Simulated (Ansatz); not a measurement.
# InF3 (SMILES [F][In]([F])[F]): single points off equilibrium

The atoms stand at a structure displaced at random from a GFN2-xTB minimum. How far do the functionals agree with CCSD(T) there?

The runs use Ansatz 0.2.0, Gaussian basis; single points in def2-TZVPP.

Cores are frozen in the correlated methods. Filled d shells of the heavier atoms are correlated. Core potentials replace the inner electrons past krypton, and spin-orbit coupling is left out.

## 1. Starting geometry

SMILES `[F][In]([F])[F]`, 4 atoms, charge 0, spin multiplicity 1.

Atoms are counted from 1 here; the program's logs count them from 0.

Bond lengths: F1–In2 1.987 Å, In2–F3 1.967 Å, In2–F4 1.959 Å. Angles: F1–In2–F3 125.1°, F1–In2–F4 121.5°, F3–In2–F4 113.1°.

Geometry (Å):

```mol
F3In
  3D, bonds by distance, orders not assigned

  4  3  0  0  0  0  0  0  0  0999 V2000
   -1.4605   -0.3161    1.3707 F   0  0
   -0.0533    0.0292    0.0114 In  0  0
    1.7923   -0.6463    0.0963 F   0  0
   -0.3517    1.2603   -1.4828 F   0  0
  1  2  8  0
  2  3  8  0
  2  4  8  0
M  END
```

## 2. CCSD(T)/def2-TZVPP

File run/in.yaml:

```yaml
crystal:
  periodic: [false, false, false]
  atoms:
    - {symbol: F, position_ang: [-1.460500, -0.316100, 1.370700]}
    - {symbol: In, position_ang: [-0.053300, 0.029200, 0.011400]}
    - {symbol: F, position_ang: [1.792300, -0.646300, 0.096300]}
    - {symbol: F, position_ang: [-0.351700, 1.260300, -1.482800]}
basis:
  gaussian: {orbitals: def2-TZVPP}
correlation: {method: ccsd_t}
output: {forces: true}
```

On the command line:

```console
$ ansatz run in.yaml --threads 8 --pin off --events-out ev --progress --plain --max-ram 10444MiB
```

## 3. PBE0-D4/def2-TZVPP

Edit run/in.yaml of step 2 so:

```diff
@@ -9,3 +9,3 @@
   gaussian: {orbitals: def2-TZVPP}
-correlation: {method: ccsd_t}
-output: {forces: true}
+hamiltonian: {xc: pbe0, dispersion: d4}
+output: {forces: true, orbitals: {seedname: orbitals}}
```

## 4. wB97M-V/def2-TZVPP

Edit run/in.yaml of step 3 so:

```diff
@@ -9,3 +9,3 @@
   gaussian: {orbitals: def2-TZVPP}
-hamiltonian: {xc: pbe0, dispersion: d4}
-output: {forces: true, orbitals: {seedname: orbitals}}
+hamiltonian: {xc: {name: wB97M-V}}
+output: {forces: true}
```

## 5. r2SCAN-D4/def2-TZVPP

Edit run/in.yaml of step 4 so:

```diff
@@ -9,3 +9,3 @@
   gaussian: {orbitals: def2-TZVPP}
-hamiltonian: {xc: {name: wB97M-V}}
+hamiltonian: {xc: r2scan, dispersion: d4}
 output: {forces: true}
```

## 6. PBE-D4/def2-TZVPP

Edit run/in.yaml of step 5 so:

```diff
@@ -9,3 +9,3 @@
   gaussian: {orbitals: def2-TZVPP}
-hamiltonian: {xc: r2scan, dispersion: d4}
+hamiltonian: {xc: pbe, dispersion: d4}
 output: {forces: true}
```

## 7. r2SCANh-D4/def2-TZVPP

Edit run/in.yaml of step 6 so:

```diff
@@ -9,3 +9,3 @@
   gaussian: {orbitals: def2-TZVPP}
-hamiltonian: {xc: pbe, dispersion: d4}
+hamiltonian: {xc: {name: r2SCANh}, dispersion: d4}
 output: {forces: true}
```

## 8. wB97X-V/def2-TZVPP

Edit run/in.yaml of step 7 so:

```diff
@@ -9,3 +9,3 @@
   gaussian: {orbitals: def2-TZVPP}
-hamiltonian: {xc: {name: r2SCANh}, dispersion: d4}
+hamiltonian: {xc: {name: wB97X-V}}
 output: {forces: true}
```

(Steps that only read results are left out.)

**Question.** What will these runs give? Wanted: energy less free atoms, CCSD(T)/def2-TZVPP; RMS force component; RMS force error; HOMO and LUMO, PBE0-D4; T1 diagnostic.

**Answer**, as computed:

```
                                  quantity                                                                                              value
energy less free atoms, CCSD(T)/def2-TZVPP                                                                                     -1167.9 kJ/mol
                       RMS force component                                                               0.315 to 0.637 eV/Å over the methods
                           RMS force error  PBE0-D4 0.037, wB97M-V 0.038, r2SCAN-D4 0.103, PBE-D4 0.352, r2SCANh-D4 0.016, wB97X-V 0.018 eV/Å
                    HOMO and LUMO, PBE0-D4                                                                                -11.12 and -3.90 eV
                             T1 diagnostic                                                                                              0.019
```

**Reading.** Against CCSD(T) the functionals' energies less atoms differ by -91.0 to -1.9 kJ/mol, PBE-D4 by -91.0 kJ/mol. The reference is not at the basis limit: in triple zeta CCSD(T) underbinds, which counts against methods that bind more; the gaps are no ranking. For forces r2SCANh-D4 does best and PBE-D4 worst.
